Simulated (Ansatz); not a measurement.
Geometry optimisation, Ansatz 0.2.0, DFT PBEsol, scalar-relativistic, plane waves, PAW.

Input file:

```yaml
crystal:
  lattice:
    - [6.92, 0.0, 0.0]
    - [-5.19, 8.989344, 0.0]
    - [0.0, 0.0, 5.53254]
  atoms:
    - { symbol: Tl, position: [0.0, 0.0, 0.0] }
    - { symbol: Tl, position: [0.1666667, 0.2222222, 0.5] }
    - { symbol: Tl, position: [0.0, 0.3333333, 0.0] }
    - { symbol: Tl, position: [0.1666667, 0.5555556, 0.5] }
    - { symbol: Tl, position: [0.0, 0.6666667, 0.0] }
    - { symbol: Tl, position: [0.1666667, 0.8888889, 0.5] }
    - { symbol: Tl, position: [0.5, 0.0, 0.0] }
    - { symbol: Tl, position: [0.6666667, 0.2222222, 0.5] }
    - { symbol: Tl, position: [0.5, 0.3333333, 0.0] }
    - { symbol: Tl, position: [0.6666667, 0.5555556, 0.5] }
    - { symbol: Tl, position: [0.5, 0.6666667, 0.0] }
    - { symbol: Tl, position: [0.6666667, 0.8888889, 0.5] }
    - { symbol: Cu, position: [0.8272646, 0.1065476, 0.7555452] }
basis:
  ecutwfc: 420.0
kpoints:
  mp_grid: { grid: [2, 2, 3] }
hamiltonian:
  xc: pbesol
scf:
  occupations: { method: fermi_dirac, width: 0.05 }
  lower_state_search: "off"
relax:
  f_tol: 0.08
  max_steps: 25
  adjacent_minimum: "off"
output:
  write_density: true
  write_potential: true
  elf: true
  volumetric_format: npy
```

Launched with:

```bash
$ ansatz run input.yaml --threads 2 --pin off --max-ram 5120MiB --backend cpu --events-out ev --progress --plain --runs-dir out
```

**Question.** Where does it end, and by what steps?

**Answer.** The forces met the threshold. Limits of this set-up: coarse k mesh, a small cell, in which the defect meets its images. After 3 steps the energy has fallen by 1.007 eV; Tl7 moved furthest, 0.24 Å.

```tsv
step	energy less start (eV)	largest force component (eV/Å)	accepted
0	0.0000	1.677	yes
1	-0.9556	0.171	yes
2	-0.9937	0.113	yes
3	-1.0068	0.032	yes
```

```xyz
13
Lattice="6.9200 0.0000 0.0000 -5.1900 8.9893 0.0000 0.0000 0.0000 5.5325" Properties=species:S:1:pos:R:3
Tl 0.107 -0.099 0.164
Tl 0.116 2.078 2.628
Tl -1.786 3.173 0.068
Tl -1.690 4.993 2.795
Tl -3.511 5.950 0.021
Tl -3.390 7.994 2.928
Tl 3.323 -0.089 0.173
Tl 3.366 2.107 2.606
Tl 1.664 2.990 -0.146
Tl 1.777 5.033 2.740
Tl -0.041 5.991 -0.048
Tl 0.062 7.807 2.682
Cu 5.175 0.973 4.167
```

Whether the end is a true minimum wasn't checked by a vibrational analysis.

The run took 23 s on 2 threads of Intel(R) Xeon(R) 6975P-C (Granite Rapids), on a shared host, peak memory 0.92 GiB.
